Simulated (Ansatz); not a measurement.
Geometry optimisation, DFT PBE, scalar-relativistic, plane waves, PAW in Ansatz 0.2.0.

Input:

```yaml
crystal:
  lattice:
    - [12.16, 0.0, 0.0]
    - [0.0, 12.16, 0.0]
    - [0.0, 0.0, 12.16]
  atoms:
    - { symbol: Sr, position: [0.5, 0.0, 0.0] }
    - { symbol: Sr, position: [0.75, 0.25, 0.0] }
    - { symbol: Sr, position: [0.75, 0.0, 0.25] }
    - { symbol: Sr, position: [0.0, 0.0, 0.0] }
    - { symbol: Sr, position: [0.25, 0.25, 0.0] }
    - { symbol: Sr, position: [0.5, 0.5, 0.0] }
    - { symbol: Sr, position: [0.75, 0.75, 0.0] }
    - { symbol: Sr, position: [0.25, 0.0, 0.25] }
    - { symbol: Sr, position: [0.5, 0.25, 0.25] }
    - { symbol: Sr, position: [0.75, 0.5, 0.25] }
    - { symbol: Sr, position: [0.5, 0.0, 0.5] }
    - { symbol: Sr, position: [0.75, 0.25, 0.5] }
    - { symbol: Sr, position: [0.75, 0.0, 0.75] }
    - { symbol: Sr, position: [0.0, 0.5, 0.0] }
    - { symbol: Sr, position: [0.25, 0.75, 0.0] }
    - { symbol: Sr, position: [0.0, 0.25, 0.25] }
    - { symbol: Sr, position: [0.25, 0.5, 0.25] }
    - { symbol: Sr, position: [0.5, 0.75, 0.25] }
    - { symbol: Sr, position: [0.0, 0.0, 0.5] }
    - { symbol: Sr, position: [0.25, 0.25, 0.5] }
    - { symbol: Sr, position: [0.5, 0.5, 0.5] }
    - { symbol: Sr, position: [0.75, 0.75, 0.5] }
    - { symbol: Sr, position: [0.25, 0.0, 0.75] }
    - { symbol: Sr, position: [0.5, 0.25, 0.75] }
    - { symbol: Sr, position: [0.75, 0.5, 0.75] }
    - { symbol: Sr, position: [0.0, 0.75, 0.25] }
    - { symbol: Sr, position: [0.0, 0.5, 0.5] }
    - { symbol: Sr, position: [0.25, 0.75, 0.5] }
    - { symbol: Sr, position: [0.0, 0.25, 0.75] }
    - { symbol: Sr, position: [0.25, 0.5, 0.75] }
    - { symbol: Sr, position: [0.5, 0.75, 0.75] }
    - { symbol: Sr, position: [0.0, 0.75, 0.75] }
    - { symbol: Li, position: [0.5019373, 0.4993884, 0.2468233] }
basis:
  ecutwfc: 420.0
kpoints:
  mp_grid: { grid: [1, 1, 1] }
hamiltonian:
  xc: pbe
scf:
  occupations: { method: fermi_dirac, width: 0.15 }
  lower_state_search: "off"
relax:
  f_tol: 0.08
  max_steps: 25
  adjacent_minimum: "off"
```

Run as:

```bash
$ ansatz run input.yaml --threads 4 --pin off --max-ram 10240MiB --backend cpu --events-out ev --progress --plain --runs-dir out
```

Q: Where does it end, and by what steps?

A: The forces met the threshold. Limits of this set-up: coarse k mesh, a small cell, in which the defect meets its images, a typed lattice constant that wasn't relaxed here. After 3 steps the energy has fallen by 0.307 eV; Sr6 moved furthest, 0.20 Å.

| step | energy less start (eV) | largest force component (eV/Å) | accepted |
| --- | --- | --- | --- |
| 0 | 0.0000 | 0.585 | yes |
| 1 | -0.2673 | 0.171 | yes |
| 2 | -0.2527 | 0.099 | no |
| 3 | -0.3073 | 0.042 | yes |

```xyz
33
Lattice="12.1600 0.0000 0.0000 0.0000 12.1600 0.0000 0.0000 0.0000 12.1600" Properties=species:S:1:pos:R:3
Sr 6.080 -0.001 -0.040
Sr 9.104 3.057 0.016
Sr 9.160 -0.001 3.040
Sr -0.001 0.000 -0.016
Sr 3.056 3.055 0.014
Sr 6.078 6.080 -0.199
Sr 9.104 9.103 0.015
Sr 3.000 -0.001 3.040
Sr 6.079 2.850 3.042
Sr 9.315 6.080 3.042
Sr 6.080 -0.001 6.120
Sr 9.107 3.053 6.065
Sr 9.136 0.000 9.122
Sr 0.002 6.080 -0.040
Sr 3.055 9.106 0.013
Sr 0.002 3.000 3.040
Sr 2.858 6.080 3.042
Sr 6.079 9.306 3.042
Sr -0.001 0.000 6.098
Sr 3.052 3.051 6.068
Sr 6.079 6.080 6.258
Sr 9.108 9.107 6.066
Sr 3.023 0.000 9.122
Sr 6.080 3.000 9.116
Sr 9.160 6.080 9.116
Sr 0.002 9.160 3.040
Sr 0.002 6.080 6.120
Sr 3.051 9.109 6.068
Sr -0.001 3.024 9.122
Sr 3.000 6.080 9.116
Sr 6.080 9.160 9.116
Sr -0.001 9.137 9.122
Li 6.094 6.075 3.017
```

Whether the end is a true minimum wasn't checked by a vibrational analysis.

The run took 36 s on 4 threads of Intel(R) Xeon(R) Platinum 8259CL CPU @ 2.50GHz (Skylake/Cascade Lake), on a shared host, peak memory 1.7 GiB.
